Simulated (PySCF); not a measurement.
# C2H6BNSi: NMR shifts at several levels of theory, part 2 of 2

PySCF 2.14.0. Atoms count from 0. Earlier steps stand in the parts before.

### Step 9. Shielding tensors: KT3/pcSseg-2

Job settings and geometry (Å):

```
{"job": {"kind": "nmr", "xc": "KT3", "basis": "pcSseg-2", "pop": false}, "charge": 0, "multiplicity": 1}
N     -2.592881     0.573856     0.881816
B     -1.895432    -0.100214    -0.113616
C     -0.361452    -0.151051    -0.096856
C      0.863240    -0.200157    -0.096214
Si     2.691666    -0.278435    -0.092577
H     -2.137797     1.055362     1.646987
H     -3.602405     0.626737     0.898761
H     -2.516054    -0.647162    -0.995528
H      3.213656    -0.093133    -1.477754
H      3.246640     0.794784     0.784918
H      3.129907    -1.606263     0.429240
```

Method: GIAO KT3/pcSseg-2 NMR shielding, non-relativistic, gas phase.

Standard output:

```text
coarse grid: 9664 points
cycle   1  E = -453.7778620426  dE =  2.371e-01  |g| = 5.537e-01  |ddm| = 3.263e+00
cycle   2  E = -453.6625804746  dE =  1.153e-01  |g| = 8.456e-01  |ddm| = 1.251e+00
cycle   3  E = -453.8429667945  dE = -1.804e-01  |g| = 2.284e-01  |ddm| = 8.223e-01
cycle   4  E = -453.8544040347  dE = -1.144e-02  |g| = 1.185e-01  |ddm| = 2.261e-01
cycle   5  E = -453.8579088430  dE = -3.505e-03  |g| = 3.101e-02  |ddm| = 9.250e-02
cycle   6  E = -453.8581358320  dE = -2.270e-04  |g| = 1.192e-02  |ddm| = 2.961e-02
cycle   7  E = -453.8581767792  dE = -4.095e-05  |g| = 2.676e-03  |ddm| = 1.098e-02
cycle   8  E = -453.8581787838  dE = -2.005e-06  |g| = 4.052e-04  |ddm| = 2.670e-03
final grid: 88776 points
cycle   9  E = -453.8811056783  dE = -2.442e-04  |g| = 1.106e-02  |ddm| = 3.716e-01
cycle  10  E = -453.8811064099  dE = -7.316e-07  |g| = 6.926e-03  |ddm| = 9.948e-03
cycle  11  E = -453.8811118677  dE = -5.458e-06  |g| = 2.358e-03  |ddm| = 7.509e-03
cycle  12  E = -453.8811135024  dE = -1.635e-06  |g| = 4.285e-04  |ddm| = 2.593e-03
cycle  13  E = -453.8811135400  dE = -3.760e-08  |g| = 2.359e-04  |ddm| = 4.564e-04
cycle  14  E = -453.8811135508  dE = -1.076e-08  |g| = 9.910e-05  |ddm| = 1.722e-04
cycle  15  E = -453.8811135527  dE = -1.873e-09  |g| = 6.179e-05  |ddm| = 9.742e-05
cycle  16  E = -453.8811135537  dE = -1.024e-09  |g| = 3.932e-06  |ddm| = 4.228e-05
cycle  17  E = -453.8811135537  dE = -5.230e-12  |g| = 1.241e-06  |ddm| = 5.055e-06
converged SCF energy = -453.8811135537

GIAO shielding tensors (ppm)
atom      isotropic    diamagn.    paramagn.     s11        s22        s33       span
  0 N      144.125     315.934    -171.808     35.463    186.030    210.884    175.421
  1 B       75.155     194.701    -119.546     42.796     64.753    117.917     75.121
  2 C       62.096     271.108    -209.012    -41.682    -32.302    260.272    301.954
  3 C       82.363     268.243    -185.880      2.713     16.944    227.432    224.719
  4 Si     455.643     879.198    -423.555    444.972    448.152    473.803     28.832
  5 H       27.098      32.653      -5.554     23.301     25.144     32.850      9.549
  6 H       27.165      27.795      -0.631     23.296     24.550     33.648     10.353
  7 H       26.977      28.213      -1.237     25.364     27.594     27.972      2.607
  8 H       27.155      28.724      -1.569     24.117     25.621     31.725      7.608
  9 H       27.204      29.101      -1.898     24.070     25.773     31.768      7.698
 10 H       27.150      28.666      -1.516     24.207     25.616     31.628      7.420
```

Wall time 33 s (1 thread of Arm Neoverse V2, shared host); peak memory 0.86 GiB.

In short: δ C2 119.2, C3 98.9, N0 114.6, B1 23.5, H7 4.38, H5 4.22 ppm (means over like atoms).

### Step 10. Shielding tensors: B97-D/pcSseg-2

Settings changed since step 9:

```diff
@@ -1,2 +1,2 @@
-{"job": {"kind": "nmr", "xc": "KT3", "basis": "pcSseg-2", "pop": false}, "charge": 0, "multiplicity": 1}
+{"job": {"kind": "nmr", "xc": "B97-D", "basis": "pcSseg-2", "pop": false}, "charge": 0, "multiplicity": 1}
 N     -2.592881     0.573856     0.881816
```

Level: GIAO B97-D/pcSseg-2 NMR shielding, non-relativistic, gas phase.

Standard output:

```text
coarse grid: 9664 points
cycle   1  E = -448.7834340034  dE =  2.158e-01  |g| = 5.637e-01  |ddm| = 2.584e+00
cycle   2  E = -448.6672154009  dE =  1.162e-01  |g| = 8.664e-01  |ddm| = 1.574e+00
cycle   3  E = -448.8481633828  dE = -1.809e-01  |g| = 2.356e-01  |ddm| = 9.428e-01
cycle   4  E = -448.8603186615  dE = -1.216e-02  |g| = 1.183e-01  |ddm| = 2.470e-01
cycle   5  E = -448.8637002958  dE = -3.382e-03  |g| = 3.439e-02  |ddm| = 9.712e-02
cycle   6  E = -448.8639788823  dE = -2.786e-04  |g| = 1.245e-02  |ddm| = 3.492e-02
cycle   7  E = -448.8640235183  dE = -4.464e-05  |g| = 2.815e-03  |ddm| = 1.212e-02
cycle   8  E = -448.8640257455  dE = -2.227e-06  |g| = 4.035e-04  |ddm| = 3.514e-03
final grid: 88776 points
cycle   9  E = -448.8677267381  dE = -1.054e-04  |g| = 8.542e-03  |ddm| = 1.921e-01
cycle  10  E = -448.8676977412  dE =  2.900e-05  |g| = 1.341e-02  |ddm| = 1.601e-02
cycle  11  E = -448.8677361013  dE = -3.836e-05  |g| = 4.091e-03  |ddm| = 9.922e-03
cycle  12  E = -448.8677385372  dE = -2.436e-06  |g| = 2.470e-03  |ddm| = 3.827e-03
cycle  13  E = -448.8677400701  dE = -1.533e-06  |g| = 5.994e-04  |ddm| = 1.794e-03
cycle  14  E = -448.8677401697  dE = -9.961e-08  |g| = 7.516e-05  |ddm| = 5.410e-04
cycle  15  E = -448.8677401711  dE = -1.436e-09  |g| = 3.220e-05  |ddm| = 1.187e-04
cycle  16  E = -448.8677401714  dE = -2.981e-10  |g| = 4.452e-06  |ddm| = 3.863e-05
converged SCF energy = -448.8677401714

GIAO shielding tensors (ppm)
atom      isotropic    diamagn.    paramagn.     s11        s22        s33       span
  0 N      141.064     315.636    -174.572     30.168    182.080    210.944    180.776
  1 B       71.122     196.290    -125.168     37.576     59.344    116.445     78.869
  2 C       55.180     265.506    -210.326    -51.996    -41.922    259.456    311.453
  3 C       74.512     262.412    -187.900     -8.765      7.008    225.294    234.059
  4 Si     438.079     879.570    -441.491    427.520    430.805    455.911     28.391
  5 H       27.157      32.309      -5.151     23.391     25.378     32.703      9.313
  6 H       27.225      27.790      -0.565     23.389     24.731     33.553     10.164
  7 H       26.926      28.815      -1.889     25.453     27.415     27.909      2.456
  8 H       27.159      29.495      -2.336     24.159     25.651     31.668      7.510
  9 H       27.207      29.803      -2.596     24.110     25.801     31.711      7.601
 10 H       27.155      29.450      -2.294     24.252     25.643     31.571      7.320
```

Wall time 35 s (1 thread of Arm Neoverse V2, shared host); peak memory 0.8 GiB.

In short: δ C2 123.8, C3 104.5, N0 116.8, B1 25.2, H7 4.47, H8 4.22 ppm (means over like atoms).

### Step 11. Shielding tensors: B3LYP/pcSseg-2

Settings changed since step 10:

```diff
@@ -1,2 +1,2 @@
-{"job": {"kind": "nmr", "xc": "B97-D", "basis": "pcSseg-2", "pop": false}, "charge": 0, "multiplicity": 1}
+{"job": {"kind": "nmr", "xc": "B3LYP", "basis": "pcSseg-2", "pop": false}, "charge": 0, "multiplicity": 1}
 N     -2.592881     0.573856     0.881816
```

Method: GIAO B3LYP/pcSseg-2 NMR shielding, non-relativistic, gas phase.

Standard output:

```text
coarse grid: 9664 points
cycle   1  E = -448.9579913815  dE =  2.538e-01  |g| = 4.894e-01  |ddm| = 2.481e+00
cycle   2  E = -448.9257058011  dE =  3.229e-02  |g| = 6.022e-01  |ddm| = 1.254e+00
cycle   3  E = -449.0112422876  dE = -8.554e-02  |g| = 1.319e-01  |ddm| = 6.505e-01
cycle   4  E = -449.0145199760  dE = -3.278e-03  |g| = 6.872e-02  |ddm| = 1.457e-01
cycle   5  E = -449.0156165856  dE = -1.097e-03  |g| = 2.047e-02  |ddm| = 6.745e-02
cycle   6  E = -449.0157149899  dE = -9.840e-05  |g| = 5.515e-03  |ddm| = 1.820e-02
cycle   7  E = -449.0157230425  dE = -8.053e-06  |g| = 1.128e-03  |ddm| = 5.288e-03
final grid: 88776 points
cycle   8  E = -449.0290634383  dE = -3.934e-05  |g| = 4.876e-03  |ddm| = 3.968e-02
cycle   9  E = -449.0290569600  dE =  6.478e-06  |g| = 7.209e-03  |ddm| = 1.111e-02
cycle  10  E = -449.0290682062  dE = -1.125e-05  |g| = 1.548e-03  |ddm| = 5.992e-03
cycle  11  E = -449.0290687433  dE = -5.371e-07  |g| = 5.182e-04  |ddm| = 1.415e-03
cycle  12  E = -449.0290688032  dE = -5.991e-08  |g| = 1.944e-04  |ddm| = 4.680e-04
cycle  13  E = -449.0290688128  dE = -9.601e-09  |g| = 3.111e-05  |ddm| = 2.031e-04
cycle  14  E = -449.0290688130  dE = -2.178e-10  |g| = 6.186e-06  |ddm| = 3.415e-05
converged SCF energy = -449.0290688130

GIAO shielding tensors (ppm)
atom      isotropic    diamagn.    paramagn.     s11        s22        s33       span
  0 N      139.688     314.859    -175.171     23.622    183.020    212.420    188.798
  1 B       67.432     193.883    -126.452     30.599     54.849    116.847     86.249
  2 C       51.391     264.919    -213.528    -61.707    -50.064    265.943    327.650
  3 C       68.422     263.292    -194.870    -19.229     -2.231    226.728    245.957
  4 Si     427.270     878.211    -450.941    417.124    420.685    444.001     26.877
  5 H       27.168      32.284      -5.115     23.231     25.497     32.777      9.546
  6 H       27.224      28.128      -0.904     23.249     24.722     33.700     10.451
  7 H       26.899      28.803      -1.904     25.360     27.422     27.914      2.554
  8 H       27.181      29.224      -2.043     24.160     25.640     31.743      7.583
  9 H       27.231      29.478      -2.247     24.112     25.791     31.790      7.679
 10 H       27.177      29.183      -2.006     24.250     25.631     31.650      7.400
```

Run time: 29 s. Hardware: 1 thread of Arm Neoverse V2, shared host; peak memory 1 GiB.

Key values: δ C2 127.8, C3 110.8, N0 118.8, B1 29.0, H7 4.49, H5 4.19 ppm (means over like atoms).

### Step 12. Run by run: NMR shifts

Shifts (ppm) of some atoms, chosen among heavy atoms and hydrogens apart, means over like atoms, with basis size and wall time:

| run | C2 | C3 | H8 | H5 | N0 | B1 | Si4 | functions | time |
| --- | --- | --- | --- | --- | --- | --- | --- | --- | --- |
| HF/pcSseg-2 | 123.5 | 115.9 | 3.99 | 3.91 | 95.1 | 32.6 | -87.0 | 271 | 15 s |
| LDA/pcSseg-2 | 136.2 | 116.0 | 4.51 | 4.54 | 136.8 | 28.8 | -111.6 | 271 | 26 s |
| PBE/pcSseg-2 | 130.0 | 109.7 | 4.35 | 4.37 | 126.9 | 26.2 | -105.1 | 271 | 32 s |
| BLYP/pcSseg-2 | 128.0 | 108.1 | 4.28 | 4.26 | 124.7 | 26.5 | -108.6 | 271 | 32 s |
| BP86/pcSseg-2 | 129.2 | 109.1 | 4.35 | 4.35 | 124.7 | 26.1 | -104.3 | 271 | 30 s |
| OPBE/pcSseg-2 | 126.2 | 106.3 | 4.29 | 4.37 | 120.1 | 24.9 | -95.1 | 271 | 33 s |
| KT2/pcSseg-2 | 121.7 | 100.4 | 4.35 | 4.31 | 119.6 | 23.6 | -101.4 | 271 | 32 s |
| KT3/pcSseg-2 | 119.2 | 98.9 | 4.18 | 4.22 | 114.6 | 23.5 | -97.4 | 271 | 33 s |
| B97-D/pcSseg-2 | 123.8 | 104.5 | 4.22 | 4.21 | 116.8 | 25.2 | -101.5 | 271 | 35 s |
| B3LYP/pcSseg-2 | 127.8 | 110.8 | 4.19 | 4.19 | 118.8 | 29.0 | -102.7 | 271 | 29 s |

### Step 13. Results

What follows sums up all 2 parts.

| quantity | value |
| --- | --- |
| 13C shifts against TMS (HF/pcSseg-2) | 123.5, 115.9 ppm |
| 1H shifts against TMS (HF/pcSseg-2, means over atoms taken as alike) | 4.35, 3.99, 3.91 ppm |
| 15N shifts against NH3 (HF/pcSseg-2) | 95.1 ppm |
| 11B shifts against BF3·OEt2 (HF/pcSseg-2) | 32.6 ppm |
| 29Si shifts against TMS (HF/pcSseg-2) | -87.0 ppm |
| range of the shift of N0 | 95.1 to 136.8 ppm |

In words: Single values in the summary come from the first sound run of each kind (HF/pcSseg-2), which need not be the best level. At HF/pcSseg-2: Shielding is most anisotropic at C2 (span 337 ppm, paramagnetic term -198 ppm). In ppm, N0 moves most: its shift spreads over 41.6 ppm, from 95.1 (HF/pcSseg-2) to 136.8 (LDA/pcSseg-2).
